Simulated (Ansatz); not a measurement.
Set up this calculation in Ansatz 0.2.0, as the native input.

```
Task                : relaxation of cell and atoms
Functional          : BLYP
Potentials or basis : Ansatz PAW
Cutoff              : 420 eV (not typed: the program's choice for these potentials)
k mesh              : 5 × 5 × 4
Occupations         : fermi-dirac, width 0.05 eV
Spin                : no spin polarisation
```

Ge2Sb2Te5:

```
Te Sb Ge
1.0
     6.83914   -3.06601    0.00000
     6.83914    3.06601    0.00000
    -6.83098    0.00000    6.84761
Te Sb Ge
5 2 2
Cartesian
  5.4948 0.0000 2.6461
  9.5385 0.0000 1.3429
  0.0699 0.0000 0.0441
  -2.7069 0.0000 5.5452
  1.3918 0.0000 4.0888
  8.3181 0.0000 4.0255
  -1.3207 0.0000 2.8579
  2.6055 0.0000 1.2862
  6.7274 0.0000 0.0756
```

The cell comes from a database or a generator and needn't be the stable form of this composition.

These files were run (other wordings do the same):

input.yaml

```yaml
crystal:
  lattice:
    - [6.839136, -3.066006, 0.0]
    - [6.839136, 3.066006, 0.0]
    - [-6.830977, 0.0, 6.847609]
  atoms:
    - { symbol: Te, position: [0.594702, 0.594702, 0.386433] }
    - { symbol: Te, position: [0.795288, 0.795288, 0.196112] }
    - { symbol: Te, position: [0.008324, 0.008324, 0.006435] }
    - { symbol: Te, position: [0.206519, 0.206519, 0.809803] }
    - { symbol: Te, position: [0.399959, 0.399959, 0.597118] }
    - { symbol: Sb, position: [0.901708, 0.901708, 0.587873] }
    - { symbol: Sb, position: [0.11187, 0.11187, 0.417352] }
    - { symbol: Ge, position: [0.284287, 0.284287, 0.18783] }
    - { symbol: Ge, position: [0.497343, 0.497343, 0.011044] }
hamiltonian:
  xc: blyp
  pseudopotentials: { kind: paw }
kpoints:
  mp_grid: { grid: [5, 5, 4] }
scf:
  occupations: { method: fermi_dirac, width: 0.05 }
output:
  forces: true
  stress: true
  eigenvalues: true
relax:
  f_tol: 0.01
  max_steps: 40
  cell: { stress_tol: 0.05 }
```

Potentials or basis: Ansatz PAW.

The run is started by

```console
$ ansatz run input.yaml --threads 4 --pin off --max-ram 11264MiB --backend cpu --events-out ev --progress --plain --runs-dir out
```

Results of the run:

```
Relaxed volume                         : 39.90 Å³/atom
Relaxed cell                           : a = 8.099 Å, b = 8.099 Å, c = 10.425 Å, α = 128.70°, β = 128.70°, γ = 45.62°
Space group after relaxing (to 0.05 Å) : Cm (No. 8)
Energy gained by relaxing              : 63.4 meV/atom
Ionic steps                            : 19
Pressure after relaxing                : 0.0 GPa
Largest force after relaxing           : 0.007 eV/Å
Band gap on the k mesh                 : 0.54 eV, indirect (least direct gap 0.56 eV)
```

Caveat: the volume moved by over 15 % at a fixed basis, so the end points are rough; odd divisions of the mesh miss points on the zone boundary, where band edges often lie, so the gap on the mesh can be too wide; the plane-wave basis is chosen anew once the cell has moved, so the energies of steps on either side of that aren't comparable; spin-orbit coupling is left out, which moves the levels of the heavy elements; the PAW data sets come from PBE, with cores solved anew for the run's functional, which leaves a small shift of forces and pressure.

Run time: 11 min on 4 threads of Arm Neoverse V1, with other jobs on the host, peak memory 1.5 GiB.
